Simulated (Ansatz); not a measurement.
# C₂BrF₂I: small, medium and large basis sets

How large a basis does C₂BrF₂I need? Two functionals are run in growing sets.

The runs use Ansatz 0.2.0, Gaussian basis; one geometry, several basis sets.

The runs, in order: PBE0-D4/def2-SVP; ωB97M-V/def2-SVP; PBE0-D4/def2-QZVPP; ωB97M-V/def2-QZVPP; the functionals' def2-TZVPP values are taken from earlier runs.

## 1. Structure used throughout

All runs share one geometry, relaxed beforehand with PBE0-D4 in a triple-zeta def2 set. I takes the def2 core potential; no spin-orbit term is included.

SMILES `F/C(Br)=C(/F)I`, 6 atoms, charge 0, spin multiplicity 1.

Atoms are counted from 1 here; the program's logs count them from 0.

Bond lengths: F1–C2 1.320 Å, C2–Br3 1.859 Å, C2–C4 1.327 Å, C4–F5 1.323 Å, C4–I6 2.060 Å. Angles: F1–C2–Br3 114.7°, F1–C2–C4 121.7°, Br3–C2–C4 123.6°, C2–C4–F5 121.0°, C2–C4–I6 123.6°, F5–C4–I6 115.5°.

## 2. PBE0-D4 in def2-SVP

in.yaml reads:

```yaml
crystal:
  periodic: [false, false, false]
  atoms:
    - {symbol: F, position_ang: [-1.355667, -0.177821, 1.089510]}
    - {symbol: C, position_ang: [-0.347901, -0.501869, 0.301729]}
    - {symbol: Br, position_ang: [-0.037089, -2.328127, 0.150019]}
    - {symbol: C, position_ang: [0.373510, 0.420461, -0.323211]}
    - {symbol: F, position_ang: [1.380694, 0.078854, -1.109612]}
    - {symbol: I, position_ang: [0.028452, 2.444502, -0.154535]}
basis:
  gaussian: {orbitals: def2-SVP}
hamiltonian: {xc: pbe0, dispersion: d4}
output: {orbitals: {seedname: orbitals}}
```

After this run come: ωB97M-V in def2-SVP; PBE0-D4 in def2-QZVPP; ωB97M-V in def2-QZVPP.

**Question.** What will the summary of the whole plan be? Wanted: PBE0-D4: double and triple zeta above quadruple; ωB97M-V: double and triple zeta above quadruple.

**Answer**, as computed:

| quantity | value |
| --- | --- |
| PBE0-D4: double and triple zeta above quadruple | 19.63, 1.84 eV |
| ωB97M-V: double and triple zeta above quadruple | 19.70, 1.77 eV |

PBE0-D4 gains 17.78 eV from double to triple zeta, then 1.84 eV more. These are total energies; as a rule much of such shifts cancels in differences, which this series doesn't test.
